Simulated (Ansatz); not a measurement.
# C10H14Si: the cost of one run

Program: Ansatz 0.2.0. Level of theory: DFT PBE0, Gaussian basis def2-TZVP. These are calculated values, not measurements.

### Step 1. Starting point

Bond lengths (14 of 26 bonds, heavy atoms first): C1–Si2 1.824 Å, Si2–C3 1.883 Å, C3–C4 1.562 Å, Si2–C5 1.883 Å, C4–C5 1.562 Å, Si2–C6 1.845 Å, C6–C7 1.406 Å, C7–C8 1.398 Å, C8–C9 1.392 Å, C9–C10 1.392 Å, C6–C11 1.406 Å, C10–C11 1.398 Å, C1–H12 1.095 Å, C1–H13 1.095 Å. Angles (14 of 48 angles, heavy atoms first): C1–Si2–C3 112.7°, C1–Si2–C5 112.7°, C1–Si2–C6 116.3°, C3–Si2–C5 76.0°, C3–Si2–C6 116.5°, C5–Si2–C6 116.5°, Si2–C3–C4 88.3°, C3–C4–C5 95.8°, Si2–C5–C4 88.3°, Si2–C6–C7 121.0°, Si2–C6–C11 121.0°, C7–C6–C11 118.1°, C6–C7–C8 120.9°, C7–C8–C9 120.2°.

As a file:

```xyz
25

C    -1.5952    1.7406   -0.9586
Si   -0.9077    0.2990   -0.0765
C    -1.6919    0.0422    1.6162
C    -2.8269   -0.7705    0.9154
C    -1.9569   -1.2502   -0.2898
C     0.9207    0.0737   -0.1779
C     1.7757    0.6593    0.7723
C     3.1609    0.4906    0.6924
C     3.7153   -0.2645   -0.3371
C     2.8856   -0.8520   -1.2878
C     1.5002   -0.6849   -1.2103
H    -1.3773    1.6962   -2.0305
H    -2.6826    1.8080   -0.8531
H    -1.1759    2.6789   -0.5813
H    -1.0727   -0.5563    2.2915
H    -2.0243    0.9432    2.1370
H    -3.2338   -1.5865    1.5253
H    -3.6890   -0.1541    0.6173
H    -1.4045   -2.1748   -0.0952
H    -2.4933   -1.3446   -1.2369
H     1.3774    1.2557    1.5923
H     3.8063    0.9498    1.4367
H     4.7921   -0.3955   -0.3980
H     3.3157   -1.4430   -2.0923
H     0.8821   -1.1604   -1.9710
```

### Step 2. Relaxing the atoms: C10H14Si

input.yaml reads:

```yaml
relax:
  f_tol: 0.001
  max_steps: 200
crystal:
  periodic: [false, false, false]
  atoms:
    - { symbol: C, position_ang: [-1.59519, 1.74059, -0.95855] }
    - { symbol: Si, position_ang: [-0.90775, 0.29897, -0.07654] }
    - { symbol: C, position_ang: [-1.69194, 0.04224, 1.61616] }
    - { symbol: C, position_ang: [-2.82691, -0.77046, 0.91539] }
    - { symbol: C, position_ang: [-1.95687, -1.25021, -0.28984] }
    - { symbol: C, position_ang: [0.92071, 0.07369, -0.17794] }
    - { symbol: C, position_ang: [1.77574, 0.65932, 0.77228] }
    - { symbol: C, position_ang: [3.16088, 0.49064, 0.69236] }
    - { symbol: C, position_ang: [3.71529, -0.26446, -0.33712] }
    - { symbol: C, position_ang: [2.88562, -0.85201, -1.28782] }
    - { symbol: C, position_ang: [1.50016, -0.68494, -1.21026] }
    - { symbol: H, position_ang: [-1.37731, 1.69621, -2.03047] }
    - { symbol: H, position_ang: [-2.68262, 1.808, -0.85312] }
    - { symbol: H, position_ang: [-1.17589, 2.67886, -0.58133] }
    - { symbol: H, position_ang: [-1.07271, -0.55632, 2.29153] }
    - { symbol: H, position_ang: [-2.0243, 0.94323, 2.13704] }
    - { symbol: H, position_ang: [-3.23379, -1.58652, 1.52532] }
    - { symbol: H, position_ang: [-3.68899, -0.15411, 0.61728] }
    - { symbol: H, position_ang: [-1.40446, -2.17478, -0.09523] }
    - { symbol: H, position_ang: [-2.49326, -1.34462, -1.2369] }
    - { symbol: H, position_ang: [1.3774, 1.2557, 1.59229] }
    - { symbol: H, position_ang: [3.80627, 0.9498, 1.43667] }
    - { symbol: H, position_ang: [4.7921, -0.3955, -0.39795] }
    - { symbol: H, position_ang: [3.31573, -1.44296, -2.09227] }
    - { symbol: H, position_ang: [0.88208, -1.16038, -1.97099] }
basis:
  gaussian: { orbitals: def2-TZVP }
hamiltonian:
  xc: pbe0
```

Started as:

```sh
$ ansatz run input.yaml --threads 8 --pin off --max-ram 10240MiB --backend cpu --events-out ev --progress --plain --runs-dir out
```

**Question.** How long does this run take on 8 threads of Arm Neoverse N1, shared host, and how much memory does it need?

About 4.1 min, with a peak of 2.8 GiB.
